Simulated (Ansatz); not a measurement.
**Ge₂H₃ (doublet): wave-function methods side by side at distance Ge1–H3 = 1.416 Å, cc-pVDZ**

An exercise on one series of results from a longer session: the logs are not shown, and one member is left open.

Program: Ansatz 0.2.0, Gaussian basis. Level of theory: cc-pVDZ, core rule «outside noble gas», up to 28 orbitals frozen. These are calculated values, not measurements.

Plan: UHF; CCSD(T) on ROHF; CCSD(T) on UHF; BCCD(T) on ROHF; CISD; CCSDT(Q) on ROHF; CCSDT(Q) on UHF; CASSCF and MRCISD+Q, 3 electrons in 3 orbitals; CASSCF and NEVPT2, 3 electrons in 3 orbitals.

25 further runs of the same task are left out: 1 for a known fault of the program, 1 for a mislabelled method, 15 that didn't finish, 8 set aside as unsound or not needed.

### The geometry

The geometry derives from a PBE0/def2-TZVP stationary point (not a proven minimum). One bond is set to the value named and the two fragments are kept rigid. No spin-orbit coupling is included. The filled d shell of Ge may be among the frozen orbitals whatever the setting's name suggests; the logs give the count.

5 atoms, charge 0, spin multiplicity 2.

Atoms are counted from 1 here; the program's logs count them from 0.

Bond lengths: Ge1–Ge2 2.405 Å, Ge1–H3 1.416 Å, Ge1–H4 1.548 Å, Ge2–H5 1.595 Å. Angles: Ge2–Ge1–H3 130.0°, Ge2–Ge1–H4 123.8°, H3–Ge1–H4 106.2°, Ge1–Ge2–H5 87.5°.

Set-up of the first run:

Input file in.yaml:

```yaml
crystal:
  periodic: [false, false, false]
  atoms:
    - {symbol: Ge, position_ang: [0.000000, 0.013884, 1.181800]}
    - {symbol: Ge, position_ang: [0.000000, -0.033639, -1.222801]}
    - {symbol: H, position_ang: [0.000000, 1.117057, 2.069530]}
    - {symbol: H, position_ang: [0.000000, -1.254542, 2.069176]}
    - {symbol: H, position_ang: [0.000000, 1.561223, -1.183900]}
basis:
  gaussian: {orbitals: cc-pVDZ}
magnetization: {spin_polarized: true, initial_magnetization: 1}
hamiltonian: {xc: hf}
output: {orbitals: {seedname: orbitals}}
```

Launch:

```
$ ansatz run in.yaml --threads 1 --pin off --events-out ev --progress --plain --max-ram 2393MiB
```

Steps of the session up to this table: UHF; CCSD(T) on ROHF; CCSD(T) on UHF; BCCD(T) on ROHF; CISD; CCSDT(Q) on ROHF; CCSDT(Q) on UHF; CASSCF and MRCISD+Q, 3 electrons in 3 orbitals; CASSCF and NEVPT2, 3 electrons in 3 orbitals.

One of the session's tables, all rows but one given; the rest of the session is left out.

| method | from UCCSDT(Q) (kJ/mol) |
| --- | --- |
| ROHF | +553.1 |
| UHF | ? |
| RMP2 | +122.3 |
| UMP2 | +123.4 |
| CISD | +65.3 |
| RCCSD | +20.4 |
| UCCSD | +20.0 |
| RCCSD(T) | +4.4 |
| UCCSD(T) | +4.3 |
| BCCD(T) | +4.3 |
| RCCSDT | +1.0 |
| UCCSDT | +0.8 |
| RCCSDT(Q) | +0.2 |
| UCCSDT(Q) | 0 |
| CASSCF pair | +514.7 |
| MRCISD pair | +58.2 |
| MRCISD+Q pair | +5.1 |

Estimate the missing values for UHF.

**Answer.** from UCCSDT(Q) (kJ/mol): +546.6. In the column «from UCCSDT(Q) (kJ/mol)» it lies between CASSCF pair (+514.7) and ROHF (+553.1).

Among the levels timed on like hardware and quicker than the yardstick, those that no quicker one beats, quickest first: CISD (4.7 s, +65.3 kJ/mol); BCCD(T) (8.5 s, +4.3 kJ/mol); UCCSD(T) (10 s, +4.3 kJ/mol).

Not comparable, so not listed: CASSCF and NEVPT2, 3 electrons in 3 orbitals (they don't share determinant, frozen orbitals or solution with the rows shown, or repeat one).

Limits of these values: Restricted and unrestricted rows rest on different reference determinants; where their highest levels disagree by more than a few hundredths of an eV, they describe different states and don't form one ladder. Warnings in the runs' records: passed over end.
